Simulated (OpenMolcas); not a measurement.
# V⁴⁺ among point charges: CASSCF and CASPT2 levels and susceptibility

How does a field of 6 point charges split the states of V⁴⁺, and what χT follows?

Method: state-averaged CASSCF and CASPT2, spin-orbit coupling by RASSI with atomic mean-field integrals. Code: OpenMolcas 26.06.

### 1 What is computed

```
Species                           : V⁴⁺ (vanadium, Z = 23, 19 electrons)
Basis                             : ANO-RCC-VDZP [5s4p2d1f], 34 functions
Scalar Hamiltonian                : DKH2, point nucleus
Inactive shells                   : 1s 2s 2p 3s 3p
Active space                      : 1 electron in 5 orbitals (3d)
Some configurations of this space : 3d
Orbitals                          : optimised for each spin and parity, averaged over all roots
```

The outer shells:

3d
```
3d [↑ ][  ][  ][  ][  ]
```

The ion sits among 6 point charges of -2.2 e arranged as a trigonal antiprism (D3d), 2.1 Å from the ion, with a polar angle of 55.8° against the regular 54.74°.

The work runs as a chain of OpenMolcas steps in one folder; each step below is one input file. Labels, J, g values, rates, χT and fits are worked out afterwards by a script from the matrices that RASSI stores. The input lists half of the charges; inversion (Group=XYZ) makes the rest.

### 2 One- and two-electron integrals

The input, a.inp:

```
&GATEWAY
Coord
1

V 0.0 0.0 0.0
Basis=ANO-RCC-VDZP
Group=XYZ
NoMove
AngMom=0.0 0.0 0.0
AMFI
XField
3 Angstrom 0
0.000000 1.737494 1.179456 -2.200000
1.504714 -0.868747 1.179456 -2.200000
1.504714 0.868747 -1.179456 -2.200000
&SEWARD
```

Command:

```bash
$ OMP_NUM_THREADS=1 MOLCAS_MEM=1689 MOLCAS_PROJECT=a pymolcas a.inp > a.log
```

### 3 Reference wave functions, doublets of even parity, 5 roots

The input, a.inp:

```
&RASSCF
FileOrb=start.orb
Symmetry=1
Spin=2
nActEl=1 0 0
Inactive=3 6
Ras2=5 0
CIRoot=5 5 1
SDav=5
CIMx=300
Iter=120 100
PrWF=0.3
OrbListing=Nothing
MaxOrb=0
>>> COPY $Project.JobIph JOB001
```

start.orb holds the contracted functions of the basis, ordered by shell, or the orbitals of the step before.

### 4 RASSI: spin-orbit coupling between the states

The input, a.inp:

```
&RASSI
NrOfJobIphs=1 5
1 2 3 4 5
IphNames
JOB001
EJob
SpinOrbit
DIPRint=1.0
SOCoupling=1000.0
Subsets=2
Property=9
'ANGMOM' 1 'ANGMOM' 2 'ANGMOM' 3 'MLTPL  1' 1 'MLTPL  1' 2 'MLTPL  1' 3
'AMFI' 1 'AMFI' 2 'AMFI' 3
SOProperty=3
'ANGMOM' 1 'ANGMOM' 2 'ANGMOM' 3
```

### 5 CASPT2: IPEA 0.25, imaginary shift 0.1 (closed shells correlated: 3s 3p)

The input, a.inp:

```
>>> COPY JOB001 $Project.JobIph
&CASPT2
Multistate=5 1 2 3 4 5
NoMult
Frozen=2 3
IPEA=0.25
Imaginary=0.1
MaxIter=60
WThr=0.0 0.3 0.05
PrWF=0.5
NoMix
```

(Steps that only read results are left out.)

Before running it: what results should come out? Wanted: spin-free ground state; first state of the same spin within the active space; lowest level; next level.

The runs gave:

| quantity | value |
| --- | --- |
| method | SS-CASPT2, IPEA 0.25, imaginary shift 0.1 (closed shells correlated: 3s 3p) |
| spin-free ground state | 2A1, 1-fold in its orbital part |
| first state of the same spin within the active space | 2E at 484 cm⁻¹ |
| lowest level | 2-fold E1/2, g = 0.65, 0.65, 1.61 |
| next level | 454.3 cm⁻¹ |
| χT at 300 K | 0.37 cm³ K/mol |
| effective moment at 300 K | 1.71 μB |

Cost by method:

| method | time of its own steps | time with the reference |
| --- | --- | --- |
| A. CASSCF | 1.5 s | 1.5 s |
| B. SS-CASPT2, IPEA 0.25, imaginary shift 0.1, +3s 3p | 0.52 s | 2 s |

Times are of one thread on a shared host.

What this shows: The spin-free ground state (2A1) comes to 100 % from free-ion D terms and keeps the highest spin of the shell. χT at 300 K is 0.37, against 0.38 cm³ K/mol for the spin alone; near agreement at one temperature doesn't show that the orbital moment is quenched. CASPT2 does not keep the components of a term degenerate, and the means are used. The field of point charges can differ much from that of real complexes. This is an electrostatic model: the charges have no orbitals.
